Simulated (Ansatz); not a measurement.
**C₆H₅Cl₃Hf: geometry optimisation**

What shape does C₆H₅Cl₃Hf take? The plan is to relax it, and look at its orbitals and charge.

Method: RKS PBE0-D4/def2-TZVP; program: Ansatz 0.2.0, Gaussian basis.

The runs, in order: relaxation at PBE0-D4/def2-TZVP; a single point in def2-TZVPP for the fields.

## Step 1: The system as given

SMILES `[Cl][Hf]([Cl])([Cl])[c]1ccccc1`, 15 atoms, charge 0, spin multiplicity 1.

Atoms are counted from 1 here; the program's logs count them from 0.

Bond lengths: Cl1–Hf2 2.282 Å, Hf2–Cl3 2.280 Å, Hf2–Cl4 2.278 Å, Hf2–C5 2.157 Å, C5–C6 1.404 Å, C5–C10 1.402 Å, C6–C7 1.388 Å, C6–H11 1.092 Å, C7–C8 1.385 Å, C7–H12 1.080 Å, C8–C9 1.385 Å, C8–H13 1.080 Å, C9–C10 1.388 Å, C9–H14 1.080 Å, C10–H15 1.089 Å. Angles: Cl1–Hf2–Cl3 111.1°, Cl1–Hf2–Cl4 111.2°, Cl1–Hf2–C5 111.7°, Cl3–Hf2–Cl4 107.6°, Cl3–Hf2–C5 108.1°, Cl4–Hf2–C5 106.8°, Hf2–C5–C6 117.4°, Hf2–C5–C10 125.1°, C6–C5–C10 117.5°, C5–C6–C7 121.3°, C5–C6–H11 119.5°, C7–C6–H11 119.2°, C6–C7–C8 120.0°, C6–C7–H12 120.0°, C8–C7–H12 120.0°, C7–C8–C9 120.0°, C7–C8–H13 120.0°, C9–C8–H13 120.0° and more.

Geometry (Å):

```csv
atom,x (Å),y (Å),z (Å)
Cl1,-0.6632,-3.8381,-1.3697
Hf2,-0.0065,-1.7409,-1.9828
Cl3,2.0942,-1.7636,-2.8687
Cl4,-1.4057,-0.8650,-3.5527
C5,-0.0154,-0.3797,-0.3099
C6,0.5672,0.8834,-0.5025
C7,0.5818,1.8317,0.5106
C8,0.0102,1.5417,1.7383
C9,-0.5750,0.3054,1.9538
C10,-0.5885,-0.6446,0.9422
H11,1.0199,1.1257,-1.4662
H12,1.0373,2.7961,0.3411
H13,0.0193,2.2797,2.5263
H14,-1.0229,0.0798,2.9104
H15,-1.0528,-1.6115,1.1298
```

The start is a GFN2-xTB geometry. Hf takes the def2 core potential; no spin-orbit term is included.

## Step 2: Geometry optimisation, PBE0-D4/def2-TZVP

in.yaml

```yaml
crystal:
  periodic: [false, false, false]
  atoms:
    - {symbol: Cl, position_ang: [-0.663240, -3.838100, -1.369670]}
    - {symbol: Hf, position_ang: [-0.006490, -1.740920, -1.982760]}
    - {symbol: Cl, position_ang: [2.094200, -1.763600, -2.868650]}
    - {symbol: Cl, position_ang: [-1.405730, -0.865020, -3.552720]}
    - {symbol: C, position_ang: [-0.015350, -0.379660, -0.309900]}
    - {symbol: C, position_ang: [0.567170, 0.883370, -0.502530]}
    - {symbol: C, position_ang: [0.581830, 1.831670, 0.510560]}
    - {symbol: C, position_ang: [0.010240, 1.541710, 1.738310]}
    - {symbol: C, position_ang: [-0.575040, 0.305390, 1.953840]}
    - {symbol: C, position_ang: [-0.588510, -0.644610, 0.942210]}
    - {symbol: H, position_ang: [1.019910, 1.125670, -1.466170]}
    - {symbol: H, position_ang: [1.037340, 2.796060, 0.341090]}
    - {symbol: H, position_ang: [0.019340, 2.279750, 2.526250]}
    - {symbol: H, position_ang: [-1.022880, 0.079810, 2.910350]}
    - {symbol: H, position_ang: [-1.052780, -1.611520, 1.129790]}
basis:
  gaussian: {orbitals: def2-TZVP}
hamiltonian: {xc: pbe0, dispersion: d4}
relax: {f_tol: 0.005, max_steps: 150}
```

Launch:

```bash
> ansatz run in.yaml --threads 5 --pin off --events-out ev --progress --plain --max-ram 66560MiB --backend cuda --devices 0, --max-vram 37GiB
```

Further steps of the session: Fields at the relaxed geometry.

Before running them: what should the planned runs give, taken together? Wanted: point group; shift from the start; total energy; dispersion term; dipole moment; HOMO, LUMO.

As calculated:

| quantity | value |
| --- | --- |
| point group | Cs |
| steps | 19 |
| shift from the start (rms) | 0.152 Å |
| total energy | -45168.5922 eV |
| dispersion term | -498 meV |
| dipole moment | 2.41 D |
| HOMO, LUMO | -7.73, -2.13 eV |

**Reading.** The atoms moved 0.15 Å (rms) from the start; the bond that changed most is Hf2–Cl4, from 2.278 to 2.332 Å. No vibrations were run, so it is not proven to be a minimum. The largest Mulliken charge, +1.09 e, sits on Hf2. The HOMO lies mostly on 4 C atoms about 21 % each and the LUMO on Hf2 45 %; C5, C8 about 10 % each.
